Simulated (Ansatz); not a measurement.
# F3HSZr: small, medium and large basis sets

An exercise on one series of results from a longer session: the logs are not shown, and one member is left open.

The runs use Ansatz 0.2.0, Gaussian basis; one geometry, several basis sets.

Levels to be run: PBE0-D4/def2-SVP; ωB97M-V/def2-SVP; PBE0-D4/def2-QZVPP; ωB97M-V/def2-QZVPP; the functionals' def2-TZVPP values are taken from earlier runs.

## The relaxed structure

All runs share one geometry, relaxed beforehand with PBE0-D4 in a triple-zeta def2 set. Zr takes the def2 core potential; no spin-orbit term is included.

SMILES `[F][Zr]([F])([F])[SH]`, 6 atoms, charge 0, spin multiplicity 1.

Atoms are counted from 1 here; the program's logs count them from 0.

Bond lengths: F1–Zr2 1.888 Å, Zr2–F3 1.892 Å, Zr2–F4 1.892 Å, Zr2–S5 2.441 Å, S5–H6 1.348 Å. Angles: F1–Zr2–F3 111.5°, F1–Zr2–F4 111.8°, F1–Zr2–S5 107.1°, F3–Zr2–F4 107.2°, F3–Zr2–S5 109.6°, F4–Zr2–S5 109.5°, Zr2–S5–H6 91.1°.

Set-up of the first run:

Input file in.yaml:

```yaml
crystal:
  periodic: [false, false, false]
  atoms:
    - {symbol: F, position_ang: [-0.330187, -1.837130, 1.351140]}
    - {symbol: Zr, position_ang: [0.161581, -0.549048, 0.060621]}
    - {symbol: F, position_ang: [2.027737, -0.235299, 0.067941]}
    - {symbol: F, position_ang: [-0.308313, -1.093735, -1.689534]}
    - {symbol: S, position_ang: [-1.018968, 1.513755, 0.617725]}
    - {symbol: H, position_ang: [-0.489851, 2.137457, -0.453994]}
basis:
  gaussian: {orbitals: def2-SVP}
hamiltonian: {xc: pbe0, dispersion: d4}
output: {orbitals: {seedname: orbitals}}
```

Among the steps run: PBE0-D4 in def2-SVP; ωB97M-V in def2-SVP; PBE0-D4 in def2-QZVPP; ωB97M-V in def2-QZVPP.

One table of the session follows, with a row left open; its other results are not shown here.

It belongs to the step «Functionals by basis». 

```
functional       basis  HOMO (eV)  LUMO (eV)
   PBE0-D4    def2-SVP      -8.13      -1.82
   PBE0-D4  def2-TZVPP      -8.19      -1.88
   PBE0-D4  def2-QZVPP      -8.19      -1.87
   ωB97M-V    def2-SVP          ?          ?
   ωB97M-V  def2-TZVPP     -10.33       0.27
   ωB97M-V  def2-QZVPP     -10.35       0.18
```

Estimate the missing values for ωB97M-V, def2-SVP.

As computed: HOMO (eV): -10.23; LUMO (eV): 0.38. In the column «HOMO (eV)» it lies between ωB97M-V, def2-TZVPP (-10.33) and PBE0-D4, def2-TZVPP (-8.19).
